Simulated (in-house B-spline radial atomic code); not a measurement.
**Te²⁷⁺: excited configurations in jj coupling**

Wanted: excitation energies of Te²⁷⁺ as differences of total energies (ΔSCF).

Method: Dirac-Hartree-Fock, average of configuration, Fermi nucleus, basis-set limit. Code: in-house B-spline radial atomic code version 1.

### 1 What is computed

```
element       : tellurium (Z = 52)
charge        : +27
electrons     : 25
configuration : 1s2 2s2 2p6 3s2 3p6 3d-4 3d+3
Hamiltonian   : Dirac-Coulomb
nucleus       : Fermi, rms radius 4.742 fm
```

In configurations, a minus sign after the shell means j = l − 1/2 and a plus sign j = l + 1/2; the count of electrons follows.

The run's settings:

```ini
Z = 52
electrons = 25.0
configuration = 1s2 2s2 2p6 3s2 3p6 3d-4 3d+3
hamiltonian = dirac
method = hf
spin_polarised = False
nucleus = fermi
rms_radius = 4.7423
mass_number = 130
atomic_mass = 129.906222745
speed_of_light = 137.035999084
```

This reference run was done before. Its total energy is -6374.228063 hartree, and its levels are (the highest eight at most):

| orbital | occupation | energy (eV) | <r> (bohr) |
| --- | --- | --- | --- |
| 2s1/2 | 2 | -6030.55 | 0.1188 |
| 2p1/2 | 2 | -5711.45 | 0.1005 |
| 2p3/2 | 4 | -5427.46 | 0.1059 |
| 3s1/2 | 2 | -1956.63 | 0.3090 |
| 3p1/2 | 2 | -1830.22 | 0.2978 |
| 3p3/2 | 4 | -1762.32 | 0.3079 |
| 3d3/2 | 4 | -1556.04 | 0.2746 |
| 3d5/2 | 3 | -1541.65 | 0.2778 |

### 2 Configuration 1s2 2s2 2p6 3s2 3p-2 3p+3 3d-2 3d+5 7d-1

The run's settings:

```ini
Z = 52
electrons = 25.0
configuration = 1s2 2s2 2p6 3s2 3p-2 3p+3 3d-2 3d+5 7d-1
hamiltonian = dirac
method = hf
spin_polarised = False
nucleus = fermi
rms_radius = 4.7423
mass_number = 130
atomic_mass = 129.906222745
speed_of_light = 137.035999084
```

### 3 1s2 2s2 2p6 3s2 3p6 3d-3 3d+3 6s1

Changes to the settings of step 2:

```diff
@@ -2,3 +2,3 @@
 electrons = 25.0
-configuration = 1s2 2s2 2p6 3s2 3p-2 3p+3 3d-2 3d+5 7d-1
+configuration = 1s2 2s2 2p6 3s2 3p6 3d-3 3d+3 6s1
 hamiltonian = dirac
```

### 4 Run with 1s2 2s2 2p6 3s2 3p6 3d-3 3d+3 7s1

Changes to the settings of step 3:

```diff
@@ -2,3 +2,3 @@
 electrons = 25.0
-configuration = 1s2 2s2 2p6 3s2 3p6 3d-3 3d+3 6s1
+configuration = 1s2 2s2 2p6 3s2 3p6 3d-3 3d+3 7s1
 hamiltonian = dirac
```

### 5 Run with 1s2 2s2 2p6 3s2 3p-2 3p+3 3d-4 3d+3 7p-1

Changes to the settings of step 4:

```diff
@@ -2,3 +2,3 @@
 electrons = 25.0
-configuration = 1s2 2s2 2p6 3s2 3p6 3d-3 3d+3 7s1
+configuration = 1s2 2s2 2p6 3s2 3p-2 3p+3 3d-4 3d+3 7p-1
 hamiltonian = dirac
```

### 6 1s2 2s2 2p6 3s2 3p-1 3p+4 3d-1 3d+6 6p+1

Changes to the settings of step 5:

```diff
@@ -2,3 +2,3 @@
 electrons = 25.0
-configuration = 1s2 2s2 2p6 3s2 3p-2 3p+3 3d-4 3d+3 7p-1
+configuration = 1s2 2s2 2p6 3s2 3p-1 3p+4 3d-1 3d+6 6p+1
 hamiltonian = dirac
```

### 7 Run with 1s2 2s2 2p6 3s2 3p6 3d-3 3d+4

Changes to the settings of step 6:

```diff
@@ -2,3 +2,3 @@
 electrons = 25.0
-configuration = 1s2 2s2 2p6 3s2 3p-1 3p+4 3d-1 3d+6 6p+1
+configuration = 1s2 2s2 2p6 3s2 3p6 3d-3 3d+4
 hamiltonian = dirac
```

### 8 Configuration 1s2 2s2 2p6 3s2 3p6 3d-1 3d+6

Changes to the settings of step 7:

```diff
@@ -2,3 +2,3 @@
 electrons = 25.0
-configuration = 1s2 2s2 2p6 3s2 3p6 3d-3 3d+4
+configuration = 1s2 2s2 2p6 3s2 3p6 3d-1 3d+6
 hamiltonian = dirac
```

**Question.** How far above the reference does each configuration lie (order and size, in eV)?

**Answer**, as computed:

| net move | configuration | energy above the reference (eV) | with Breit, QED, recoil (eV) | largest <r> (bohr) |
| --- | --- | --- | --- | --- |
| 3d3/2 → 3d5/2 | 1s2 2s2 2p6 3s2 3p6 3d-3 3d+4 | 13.286 | 12.847 | 0.309 |
| 3×3d3/2 → 3×3d5/2 | 1s2 2s2 2p6 3s2 3p6 3d-1 3d+6 | 35.012 | 34.119 | 0.309 |
| 3d3/2 → 6s | 1s2 2s2 2p6 3s2 3p6 3d-3 3d+3 6s1 | 1188.10 | 1187.39 | 1.57 |
| 3d3/2 → 7s | 1s2 2s2 2p6 3s2 3p6 3d-3 3d+3 7s1 | 1293.26 | 1292.47 | 2.20 |
| 3×3d3/2, 3p1/2 → 3×3d5/2, 6p3/2 | 1s2 2s2 2p6 3s2 3p-1 3p+4 3d-1 3d+6 6p+1 | 1499.77 | 1496.84 | 1.62 |
| 3p3/2 → 7p1/2 | 1s2 2s2 2p6 3s2 3p-2 3p+3 3d-4 3d+3 7p-1 | 1508.42 | 1507.08 | 2.24 |
| 2×3d3/2, 3p3/2 → 2×3d5/2, 7d3/2 | 1s2 2s2 2p6 3s2 3p-2 3p+3 3d-2 3d+5 7d-1 | 1554.35 | 1552.16 | 2.31 |

**Reading.** The energies run from 13.286 eV (3d3/2 → 3d5/2) to 1554.35 eV (2×3d3/2, 3p3/2 → 2×3d5/2, 7d3/2). Two partly filled shells share a symmetry and can mix in the average, which may lower the energy, for: 2×3d3/2, 3p3/2 → 2×3d5/2, 7d3/2. These are averages over configurations, without correlation, not spectroscopic levels.
